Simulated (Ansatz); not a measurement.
# CH6AlFSSi: one species, many methods

One table from this session's results is given with a row withheld; the runs are named, their logs left out.

Computed with Ansatz 0.2.0, Gaussian basis. Level: functionals in def2-TZVPP, the program's frozen cores in correlated methods.

Levels to be run: PBE-D4, r2SCAN-D4, PBE0-D4, B3LYP-D4, ωB97X-V, ωB97M-V, B2PLYP; CCSD(T)/def2-TZVPP; MP2/def2-QZVPP; extrapolation to the limit.

## Structure used throughout

An earlier PBE0-D4 in a triple-zeta def2 set relaxation fixed the geometry.

SMILES `C[S][Al]([F])[SiH3]`, 11 atoms, charge 0, spin multiplicity 1.

Atoms are counted from 1 here; the program's logs count them from 0.

Bond lengths: C1–S2 1.823 Å, C1–H6 1.090 Å, C1–H7 1.089 Å, C1–H8 1.089 Å, S2–Al3 2.165 Å, Al3–F4 1.651 Å, Al3–Si5 2.445 Å, Si5–H9 1.489 Å, Si5–H10 1.489 Å, Si5–H11 1.488 Å. Angles: S2–C1–H6 112.4°, S2–C1–H7 108.7°, S2–C1–H8 108.4°, H6–C1–H7 109.0°, H6–C1–H8 108.8°, H7–C1–H8 109.4°, C1–S2–Al3 101.9°, S2–Al3–F4 115.6°, S2–Al3–Si5 126.3°, F4–Al3–Si5 118.1°, Al3–Si5–H9 112.5°, Al3–Si5–H10 110.1°, Al3–Si5–H11 110.2°, H9–Si5–H10 107.7°, H9–Si5–H11 108.0°, H10–Si5–H11 108.2°.

Geometry (Å):

```
C    -1.3939    1.5178   -0.3802
S    -1.1900    0.4304   -1.8287
Al    0.2826   -0.9887   -1.1171
F     0.7377   -2.1481   -2.2008
Si    1.3154   -1.0169    1.0989
H    -0.8068    1.1837    0.4750
H    -1.0832    2.5254   -0.6525
H    -2.4468    1.5272   -0.1021
H     0.6239   -0.1141    2.0604
H     2.7359   -0.5788    1.0069
H     1.2905   -2.3948    1.6609
```

Set-up of the first run:

in.yaml

```yaml
crystal:
  periodic: [false, false, false]
  atoms:
    - {symbol: C, position_ang: [-1.393931, 1.517820, -0.380243]}
    - {symbol: S, position_ang: [-1.189957, 0.430412, -1.828712]}
    - {symbol: Al, position_ang: [0.282638, -0.988658, -1.117108]}
    - {symbol: F, position_ang: [0.737689, -2.148068, -2.200824]}
    - {symbol: Si, position_ang: [1.315446, -1.016898, 1.098854]}
    - {symbol: H, position_ang: [-0.806766, 1.183719, 0.475027]}
    - {symbol: H, position_ang: [-1.083228, 2.525378, -0.652488]}
    - {symbol: H, position_ang: [-2.446777, 1.527163, -0.102072]}
    - {symbol: H, position_ang: [0.623873, -0.114098, 2.060403]}
    - {symbol: H, position_ang: [2.735930, -0.578841, 1.006892]}
    - {symbol: H, position_ang: [1.290484, -2.394828, 1.660872]}
basis:
  gaussian: {orbitals: def2-TZVPP}
hamiltonian: {xc: pbe, dispersion: d4}
output: {forces: true, orbitals: {seedname: orbitals}}
```

On the command line:

```sh
> ansatz run in.yaml --threads 4 --pin off --events-out ev --progress --plain --max-ram 10444MiB
```

Among the steps run: PBE-D4 (GGA); r2SCAN-D4 (meta-GGA); PBE0-D4 (hybrid); B3LYP-D4 (hybrid); ωB97X-V (range-separated); ωB97M-V (range-separated); B2PLYP (double hybrid); CCSD(T) in def2-TZVPP; MP2 in def2-QZVPP.

One of the session's tables, all rows but one given; the rest of the session is left out.

| method | atomisation energy (kJ/mol) |
| --- | --- |
| PBE-D4 | 3725.0 |
| r2SCAN-D4 | 3720.4 |
| PBE0-D4 | 3683.7 |
| B3LYP-D4 | 3689.6 |
| ωB97X-V | 3727.8 |
| ωB97M-V | 3711.1 |
| B2PLYP | 3652.2 |
| HF/def2-TZVPP | ? |
| MP2/def2-TZVPP | 3653.4 |
| CCSD/def2-TZVPP | 3567.1 |
| CCSD(T)/def2-TZVPP | 3615.3 |
| MP2/CBS | 3756.0 |
| CCSD(T)/CBS | 3717.9 |

**Question.** Estimate the row for HF/def2-TZVPP.

**Answer.** atomisation energy (kJ/mol): 2784.5. In the column «atomisation energy (kJ/mol)» it is the lowest.

To keep in mind: Free atoms (1 C, 1 S, 1 Al, 1 F, 1 Si, 6 H) were run apart at each level; the atomisation energy is their sum less the molecule, without zero-point or spin-orbit terms.
